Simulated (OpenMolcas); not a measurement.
# Ru⁵⁺ among point charges: CASSCF and CASPT2 levels and susceptibility

Aim: the splitting of the states of Ru⁵⁺ in the field of 8 point charges, its lowest levels with spin-orbit coupling and its magnetic susceptibility.

Method: state-averaged CASSCF and CASPT2, spin-orbit coupling by RASSI with atomic mean-field integrals. Code: OpenMolcas 26.06.

## (1) The system

| Property | Result |
| --- | --- |
| Species | Ru⁵⁺ (ruthenium, Z = 44, 39 electrons) |
| Basis | ANO-RCC-VTZP [7s6p4d2f1g], 68 functions |
| Scalar Hamiltonian | DKH2, point nucleus |
| Inactive shells | 1s 2s 2p 3s 3p 3d 4s 4p |
| Active space | 3 electrons in 5 orbitals (4d) |
| Some configurations of this space | 4d3 |
| Orbitals | optimised for each spin and parity, averaged over all roots |

Outer shells as boxes (Hund's rule):

4d3
```
4d [↑ ][↑ ][↑ ][  ][  ]
```

The ion sits among 8 point charges of -1.2 e arranged as a cube (Oh), 1.72 Å from the ion.

Each step is its own input file, run in one work folder so that later steps find the files of earlier ones. Labels, J, g values, rates, χT and fits are worked out afterwards by a script from the matrices that RASSI stores. The input lists half of the charges; inversion (Group=XYZ) makes the rest.

## (2) GATEWAY and SEWARD: basis and integrals

Input file a.inp:

```
&GATEWAY
Coord
1

Ru 0.0 0.0 0.0
Basis=ANO-RCC-VTZP
Group=XYZ
NoMove
AngMom=0.0 0.0 0.0
AMFI
XField
4 Angstrom 0
0.993042 0.993042 0.993042 -1.200000
0.993042 0.993042 -0.993042 -1.200000
0.993042 -0.993042 0.993042 -1.200000
0.993042 -0.993042 -0.993042 -1.200000
&SEWARD
```

Run with:

```
$ OMP_NUM_THREADS=1 MOLCAS_MEM=1689 MOLCAS_PROJECT=a pymolcas a.inp > a.log
```

## (3) CASSCF: quartets of even parity, 10 roots

Input file a.inp:

```
&RASSCF
FileOrb=start.orb
Symmetry=1
Spin=4
nActEl=3 0 0
Inactive=9 9
Ras2=5 0
CIRoot=10 10 1
SDav=10
CIMx=300
Iter=120 100
PrWF=0.3
OrbListing=Nothing
MaxOrb=0
>>> COPY $Project.JobIph JOB001
```

start.orb holds the contracted functions of the basis, ordered by shell, or the orbitals of the step before.

## (4) Reference wave functions, doublets of even parity, 40 roots

Input file a.inp:

```
&RASSCF
FileOrb=start.orb
Symmetry=1
Spin=2
nActEl=3 0 0
Inactive=9 9
Ras2=5 0
CIRoot=40 40 1
SDav=40
CIMx=300
Iter=120 100
PrWF=0.3
OrbListing=Nothing
MaxOrb=0
>>> COPY $Project.JobIph JOB002
```

## (5) State interaction with spin-orbit coupling

Input file a.inp:

```
&RASSI
NrOfJobIphs=2 10 40
1 2 3 4 5 6 7 8 9 10
1 2 3 4 5 6 7 8 9 10 11 12 13 14 15 16 17 18 19 20 21 22 23 24 25 26 27
28 29 30 31 32 33 34 35 36 37 38 39 40
IphNames
JOB001
JOB002
EJob
SpinOrbit
DIPRint=1.0
SOCoupling=1000.0
Subsets=2
Property=9
'ANGMOM' 1 'ANGMOM' 2 'ANGMOM' 3 'MLTPL  1' 1 'MLTPL  1' 2 'MLTPL  1' 3
'AMFI' 1 'AMFI' 2 'AMFI' 3
SOProperty=3
'ANGMOM' 1 'ANGMOM' 2 'ANGMOM' 3
```

## (6) CASPT2: IPEA 0.25, imaginary shift 0.1 (closed shells correlated: 4s 4p)

Input file a.inp:

```
>>> COPY JOB001 $Project.JobIph
&CASPT2
Multistate=10 1 2 3 4 5 6 7 8 9 10
NoMult
Frozen=8 6
IPEA=0.25
Imaginary=0.1
MaxIter=60
WThr=0.0 0.3 0.05
PrWF=0.5
NoMix
>>> COPY JOB002 $Project.JobIph
&CASPT2
Multistate=40 1 2 3 4 5 6 7 8 9 10 11 12 13 14 15 16 17 18 19 20 21 22
23 24 25 26 27 28 29 30 31 32 33 34 35 36 37 38 39 40
NoMult
Frozen=8 6
IPEA=0.25
Imaginary=0.1
MaxIter=60
WThr=0.0 0.3 0.05
PrWF=0.5
NoMix
```

(Steps that only read results are left out.)

Q: Predict the outcome of this session. Wanted: spin-free ground state; first state of the same spin within the active space; lowest level; next level.

The runs gave:

| quantity | value |
| --- | --- |
| method | SS-CASPT2, IPEA 0.25, imaginary shift 0.1 (closed shells correlated: 4s 4p) |
| spin-free ground state | 4T1, 3-fold in its orbital part |
| first state of the same spin within the active space | 4T2 at 5990 cm⁻¹ |
| lowest level | 4-fold Γ8 |
| next level | 654.4 cm⁻¹ |
| χT at 300 K | 0.35 cm³ K/mol |
| effective moment at 300 K | 1.66 μB |

Cost by method:

```tsv
method	time of its own steps	time with the reference
A. CASSCF	8.7 s	8.7 s
B. SS-CASPT2, IPEA 0.25, imaginary shift 0.1, +4s 4p	5.4 s	14 s
```

Times are of one thread on a shared host.

What this shows: The spin-free ground state (4T1) comes to 98 % from free-ion F terms and keeps the highest spin of the shell. χT at 300 K is 0.35, against 1.88 cm³ K/mol for the spin alone, so spin-orbit coupling lowers it. A ligand-field fit to the states below 45000 cm-1 gives 10Dq = -7052 cm-1, B = 798 cm-1 and C = 3650 cm-1 (C/B = 4.57), with a deviation of 365 cm-1. CASPT2 does not keep the components of a term degenerate, and the means are used. The field of point charges can differ much from that of real complexes. This is an electrostatic model: the charges have no orbitals.
